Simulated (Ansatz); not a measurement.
This script makes an equation of state with a fit of YIn, space group P4/mmm with Ansatz 0.2.0 through its Python package.

The script, `eos_yin.py`:
```python
import warnings

import ansatz as az
import numpy as np
from scipy.optimize import curve_fit

VECTORS = np.array([
    [3.542435, 0.0, 0.0],
    [0.0, 3.542435, 0.0],
    [0.0, 0.0, 4.194961],
])
SITES = [
    ("Y", (0.0, 0.0, 0.0)),
    ("In", (0.5, 0.5, 0.5)),
]


def build(cell):
    crystal = az.Crystal(lattice=az.Lattice.of(cell))
    for symbol, position in SITES:
        crystal = crystal.atom(symbol, position)
    return crystal

def vinet(v, e0, v0, b0, b1):
    eta = (v / v0) ** (1 / 3)
    return e0 + 2 * b0 * v0 / (b1 - 1) ** 2 * (2 - (5 + 3 * b1 * (eta - 1) - 3 * eta) * np.exp(-1.5 * (b1 - 1) * (eta - 1)))

warnings.simplefilter("ignore", az.DeckWarning)

volumes, energies, pressures = [], [], []
for scale in np.linspace(0.95, 1.07, 5):
    cell = VECTORS * scale ** (1 / 3)
    setup = (
        build(cell).calculation()
        .functional("pbesol")
        .basis(34 * az.Ry)
        .occupations("fermi_dirac", width=0.1)
        .kpoints(8, 8, 7)
        .stress()
    )
    data = setup.run(threads=1).report
    volumes.append(abs(np.linalg.det(cell)) / len(SITES))
    energies.append(data["free_energy_ev"] / len(SITES))
    pressures.append(np.trace(data["stress_gpa"]) / 3)
    print(f"V = {volumes[-1]:8.4f} A^3/atom  F = {energies[-1]:.5f} eV/atom  P = {pressures[-1]:8.3f} GPa")

guess = (min(energies), volumes[int(np.argmin(energies))], 0.5, 4.5)
(e0, v0, b0, b1), _ = curve_fit(vinet, np.array(volumes), np.array(energies), p0=guess, maxfev=20000)
print(f"Vinet fit: V0 = {v0:.4f} A^3/atom, B0 = {160.21766 * b0:.1f} GPa, B1 = {b1:.2f}")
print("largest residual", round(1000 * float(np.abs(vinet(np.array(volumes), e0, v0, b0, b1) - energies).max()), 3), "meV/atom")
```

Its results, one of them left out:

| V (Å³/atom) | F less the lowest row shown (meV/atom) |
| --- | --- |
| 25.005 | ? |
| 25.795 | 0.00 |
| 26.584 | 8.39 |
| 27.374 | 24.45 |
| 28.163 | 46.98 |

What is the missing energy at 25.005 Å³ an atom?

A third-order Birch-Murnaghan fit, E = E0 + (9 V0 B0 / 16) [(t - 1)³ B' + (t - 1)² (6 - 4t)] with t = (V0/V)^(2/3), through the 4 rows shown gives V0 = 25.449 Å³, B0 = 63.7 GPa, B' = 4.44 and E0 = -0.91 meV. At V = 25.005 Å³, t = 1.01179, and the fit extrapolates to 0.68 meV. The run gave 0.67 meV, a miss of 0.00 meV.

Notes:
- Spin is left out of this run.
- Shape and fractional positions are held along the curve, so the bulk modulus is an upper value where they are free to relax.
- For a metal this k-point mesh is coarse: on a finer one energies can move by several to tens of meV an atom and pressures by half a GPa or more, differences at one mesh by less.
- Pressure is positive in compression.
- The structure comes from a database of computed cells and needn't be a stable or known phase.
- Run time: 17 s on 1 thread of Arm Neoverse V1, on a shared host, peak memory 0.47 GiB.
